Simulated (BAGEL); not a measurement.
# B3LYP/def2-SVP (density fitting with cc-pvqz-jkfit) run of GeSiH4O2 (SMILES [OH][Ge][O][SiH3])

What is the energy change on altering one bond length of GeSiH4O2 at B3LYP/def2-SVP (density fitting with cc-pvqz-jkfit)? 

The results are computed with BAGEL 1.2.2.

## Step 1: The system as given

GeSiH4O2 has 8 atoms, charge 0, and is taken as a singlet. As SMILES, `[OH][Ge][O][SiH3]`. The coordinates come from a PBE0-D4/def2-TZVP relaxation. This is one conformer, not always the lowest.

Bond lengths: O1–Ge2 1.774 Å, Ge2–O3 1.800 Å, O3–Si4 1.640 Å, O1–H5 0.964 Å, Si4–H6 1.486 Å, Si4–H7 1.490 Å, Si4–H8 1.486 Å. Angles: O1–Ge2–O3 96.3°, Ge2–O3–Si4 137.6°, Ge2–O1–H5 112.5°, O3–Si4–H6 109.6°, O3–Si4–H7 110.8°, O3–Si4–H8 109.6°, H6–Si4–H7 108.8°, H6–Si4–H8 109.2°, H7–Si4–H8 108.8°.

## Step 2: A single-point energy at B3LYP/def2-SVP (density fitting with cc-pvqz-jkfit)

Input file input.json:

```json
{ "bagel" : [

{
  "title" : "molecule",
  "basis" : "svp",
  "df_basis" : "cc-pvqz-jkfit",
  "angstrom" : "true",
  "geometry" : [
    { "atom" : "O", "xyz" : [    1.410100,    2.505300,    0.149500 ] },
    { "atom" : "Ge", "xyz" : [    1.623900,    0.902600,   -0.581400 ] },
    { "atom" : "O", "xyz" : [    0.084300,    0.200200,    0.031000 ] },
    { "atom" : "Si", "xyz" : [   -0.715100,   -1.229100,   -0.056600 ] },
    { "atom" : "H", "xyz" : [    0.587200,    2.577300,    0.646600 ] },
    { "atom" : "H", "xyz" : [   -2.046000,   -1.018000,   -0.682500 ] },
    { "atom" : "H", "xyz" : [    0.048600,   -2.214700,   -0.872700 ] },
    { "atom" : "H", "xyz" : [   -0.900800,   -1.780800,    1.310300 ] }
  ]
},
{ "title" : "ks", "xc_func" : "b3lyp" },
{ "title" : "print", "file" : "orbitals.molden", "orbitals" : "true" }

]}
```

The run is started by

```console
$ BAGEL_NUM_THREADS=1 BAGEL input.json > input.out
```

Standard output:

```text
* using 1 threads per process

  ===============================================================
  ===============================================================

  *** Geometry ***

  { "atom" : "O", "xyz" : [      2.664703,      4.734331,      0.282514 ] },
  { "atom" : "Ge", "xyz" : [      3.068726,      1.705667,     -1.098687 ] },
  { "atom" : "O", "xyz" : [      0.159304,      0.378323,      0.058582 ] },
  { "atom" : "Si", "xyz" : [     -1.351343,     -2.322662,     -0.106958 ] },
  { "atom" : "H", "xyz" : [      1.109647,      4.870391,      1.221897 ] },
  { "atom" : "H", "xyz" : [     -3.866380,     -1.923741,     -1.289738 ] },
  { "atom" : "H", "xyz" : [      0.091841,     -4.185176,     -1.649164 ] },
  { "atom" : "H", "xyz" : [     -1.702265,     -3.365224,      2.476108 ] },

  Number of auxiliary basis functions:      782

  Since a DF basis is specified, we compute 2- and 3-index integrals:
    o Being stored without compression. Storage requirement is 0.060 GB

  Number of basis functions:       98
  Number of electrons      :       66

    * METHOD: MOLECULE                             0.75

  *** Kohn-Sham DFT ***

    * Removing 13399 points whose weight is below 1.00e-10
    * Grid points: 105849

  === Nuclear Repulsion ===
   339.7826885601

       - DIIS with orbital gradients will be used.

  === KS iteration (b3lyp / svp) ===
      0      -2428.54153410          0.10928466           0.67
      1      -2189.81497181          0.18509350           0.64
      2      -2304.05375347          0.12452997           0.64
      3      -2494.32513840          0.12613521           0.64
      4      -2418.42227409          0.18650190           0.66
      5      -2415.84188394          0.19022004           0.65
      6      -2417.84619211          0.18988893           0.66
      7      -2401.73175779          0.19218867           0.65
      8      -2399.02021069          0.15934070           0.66
      9      -2468.64997288          0.12311161           0.65
     10      -2499.79598761          0.10553250           0.65
     11      -2518.73074125          0.02178735           0.66
     12      -2518.85539094          0.01425149           0.67
     13      -2518.95199870          0.01082329           0.67
     14      -2518.97560252          0.00835333           0.68
     15      -2518.97930517          0.00886249           0.70
     16      -2519.02741608          0.00113287           0.70
     17      -2519.02813013          0.00044664           0.71
     18      -2519.02822329          0.00016917           0.70
     19      -2519.02823890          0.00001876           0.70
     20      -2519.02823870          0.00002772           0.69
     21      -2519.02823914          0.00000668           0.69
     22      -2519.02823917          0.00000189           0.70
     23      -2519.02823917          0.00000050           0.70
     24      -2519.02823917          0.00000030           0.70
     25      -2519.02823917          0.00000008           0.71
     26      -2519.02823917          0.00000003           0.70
     27      -2519.02823917          0.00000001           0.71
    * SCF iteration converged.

    * Permanent dipole moment:
           (    0.125484,     0.215435,     0.010290) a.u.

    * METHOD: KS                                  19.51

    * METHOD: PRINT                                0.02

  ===============================================================
```

It took 20 s on 1 thread of Arm Neoverse V1, shared host; peak memory 0.55 GiB.

## Step 3: The distorted shape

Input file calc.json:

```json
{ "bagel": [

{
  "title": "molecule",
  "basis": "svp",
  "df_basis": "cc-pvqz-jkfit",
  "angstrom": "true",
  "geometry": [
    { "atom": "O", "xyz": [       2.474780,       2.336426,       0.650201 ] },
    { "atom": "Ge", "xyz": [       2.688580,       0.733726,      -0.080699 ] },
    { "atom": "O", "xyz": [       1.148980,       0.031326,       0.531701 ] },
    { "atom": "Si", "xyz": [       0.349580,      -1.397974,       0.444101 ] },
    { "atom": "H", "xyz": [       1.651880,       2.408426,       1.147301 ] },
    { "atom": "H", "xyz": [      -2.046000,      -1.018000,      -0.682500 ] },
    { "atom": "H", "xyz": [       1.113280,      -2.383574,      -0.371999 ] },
    { "atom": "H", "xyz": [       0.163880,      -1.949674,       1.811001 ] }
  ]
},

{
  "title": "ks",
  "xc_func": "b3lyp"
},

{
  "title": "print",
  "file": "orbitals.molden",
  "orbitals": "true"
}

]}
```

The run is started by

```console
$ BAGEL_NUM_THREADS=1 BAGEL calc.json > calc.out
```

Standard output:

```text
* using 1 threads per process

  ===============================================================
  ===============================================================

  *** Geometry ***

  { "atom" : "O", "xyz" : [      4.676656,      4.415205,      1.228702 ] },
  { "atom" : "Ge", "xyz" : [      5.080680,      1.386541,     -0.152499 ] },
  { "atom" : "O", "xyz" : [      2.171258,      0.059198,      1.004769 ] },
  { "atom" : "Si", "xyz" : [      0.660610,     -2.641788,      0.839229 ] },
  { "atom" : "H", "xyz" : [      3.121601,      4.551266,      2.168085 ] },
  { "atom" : "H", "xyz" : [     -3.866380,     -1.923741,     -1.289738 ] },
  { "atom" : "H", "xyz" : [      2.103794,     -4.504302,     -0.702976 ] },
  { "atom" : "H", "xyz" : [      0.309688,     -3.684350,      3.422296 ] },

  Number of auxiliary basis functions:      782

  Since a DF basis is specified, we compute 2- and 3-index integrals:
    o Being stored without compression. Storage requirement is 0.060 GB

  Number of basis functions:       98
  Number of electrons      :       66

    * METHOD: MOLECULE                             0.78

  *** Kohn-Sham DFT ***

    * Removing 12655 points whose weight is below 1.00e-10
    * Grid points: 106593

  === Nuclear Repulsion ===
   336.0777374552

       - DIIS with orbital gradients will be used.

  === KS iteration (b3lyp / svp) ===
      0      -2429.12041855          0.10878965           0.73
      1      -2190.78800736          0.18553993           0.69
      2      -2305.71893668          0.12439064           0.70
      3      -2499.66728053          0.11898338           0.71
      4      -2403.95428829          0.21097406           0.70
      5      -2405.84779273          0.20480613           0.70
      6      -2405.36358527          0.20425010           0.70
      7      -2301.08168157          0.29318153           0.70
      8      -2450.13874174          0.18775270           0.70
      9      -2500.53164879          0.10247318           0.70
     10      -2496.77317723          0.11012205           0.70
     11      -2515.24791059          0.05027577           0.71
     12      -2498.91263529          0.08999782           0.71
     13      -2515.89340620          0.04691186           0.71
     14      -2518.68946997          0.01688865           0.71
     15      -2518.71847077          0.01499075           0.71
     16      -2518.86719774          0.00708586           0.70
     17      -2518.83928862          0.00870911           0.69
     18      -2518.90659324          0.00205888           0.70
     19      -2518.91156613          0.00090488           0.70
     20      -2518.91222480          0.00020832           0.69
     21      -2518.91221739          0.00020581           0.70
     22      -2518.91225563          0.00003882           0.69
     23      -2518.91225680          0.00001416           0.69
     24      -2518.91225684          0.00000914           0.71
     25      -2518.91225687          0.00000726           0.70
     26      -2518.91225693          0.00000105           0.69
     27      -2518.91225693          0.00000059           0.69
     28      -2518.91225693          0.00000019           0.72
     29      -2518.91225693          0.00000006           0.72
     30      -2518.91225693          0.00000003           0.72
     31      -2518.91225693          0.00000001           0.70
    * SCF iteration converged.

    * Permanent dipole moment:
           (   -0.763088,     0.218588,    -0.330414) a.u.

    * METHOD: KS                                  23.07

    * METHOD: PRINT                                0.02

  ===============================================================
```

It took 24 s on 1 thread of Arm Neoverse V1, shared host; peak memory 0.55 GiB.

## Step 4: Outcome

Level: B3LYP/def2-SVP (density fitting with cc-pvqz-jkfit).

| quantity | value |
| --- | --- |
| first shape: total energy | -2519.02824 Eh |
| first shape: dipole moment | 0.63 D |
| first shape: HOMO energy | -7.52 eV |
| first shape: LUMO energy | -1.87 eV |
| first shape: HOMO–LUMO gap | 5.64 eV |
| distorted shape: total energy | -2518.91226 Eh |
| distorted shape: dipole moment | 2.19 D |
| distorted shape: HOMO energy | -6.60 eV |
| distorted shape: LUMO energy | -2.58 eV |
| distorted shape: HOMO–LUMO gap | 4.02 eV |
| energy change with the Si4–H6 bond stretched from 1.486 to 2.674 Å | 3.156 eV |

In words: With the Si4–H6 bond stretched from 1.486 to 2.674 Å the energy rises by 3.16 eV (73 kcal/mol). The first shape isn't relaxed at this level, so the change isn't measured from a minimum. A restricted reference can't describe the breaking bond well at this length.
